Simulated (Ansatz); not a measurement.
Crystal: GaGe3.

```
Ge Ga
1.0
     4.27847    0.00000    0.00000
     0.00000    4.27847    0.00000
     0.00000    0.00000    4.27847
Ge Ga
3 1
Direct
  0.50000 0.50000 0.00000
  0.50000 0.00000 0.50000
  0.00000 0.50000 0.50000
  0.00000 0.00000 0.00000
```

The cell comes from a database or a generator and needn't be the stable form of this composition.

* Program: Ansatz 0.2.0
* Task: relaxation of cell and atoms
* Functional: PBE0
* Potentials or basis: Ansatz PAW
* Cutoff: 420 eV (not typed: the program's choice for these potentials)
* k mesh: 4 × 4 × 4
* Occupations: fermi-dirac, width 0.05 eV
* Spin: no spin polarisation

At the start: volume 19.58 Å³/atom.

Problem. How do energy, volume and symmetry change on relaxing?

Solution. It ends after 5 steps and the volume is 18.75 Å³/atom (-4.2 %); space group Pm-3m (No. 221, to 0.05 Å).

Step by step:
| step | energy change (eV) | largest force (eV/Å) | volume (Å³) |
| --- | --- | --- | --- |
| 1 | 0.0000 | 0.0000 | 78.32 |
| 2 | -0.0212 | 0.0000 | 73.04 |
| 3 | -0.0333 | 0.0000 | 75.16 |
| 4 | -0.0334 | 0.0000 | 75.01 |
| 5 | -0.0322 | 0.0000 | 75.01 |

Final structure:
```cif
data_structure
_symmetry_space_group_name_H-M 'P 1'
_symmetry_Int_Tables_number 1
_cell_length_a 4.2174
_cell_length_b 4.2174
_cell_length_c 4.2174
_cell_angle_alpha 90.000
_cell_angle_beta 90.000
_cell_angle_gamma 90.000
_cell_volume 75.01
loop_
_atom_site_label
_atom_site_type_symbol
_atom_site_fract_x
_atom_site_fract_y
_atom_site_fract_z
_atom_site_occupancy
Ge1 Ge 0.50000 0.50000 0.00000 1
Ge2 Ge 0.50000 0.00000 0.50000 1
Ge3 Ge 0.00000 0.50000 0.50000 1
Ga1 Ga 0.00000 0.00000 0.00000 1
```

Caveat: the k mesh is coarse (spacing up to 0.37 Å⁻¹), so the values aren't converged, least of all with exact exchange; the plane-wave basis is chosen anew once the cell has moved, so the energies of steps on either side of that aren't comparable; the PAW data sets come from PBE, with cores solved anew for the run's functional, which leaves a small shift of forces and pressure.
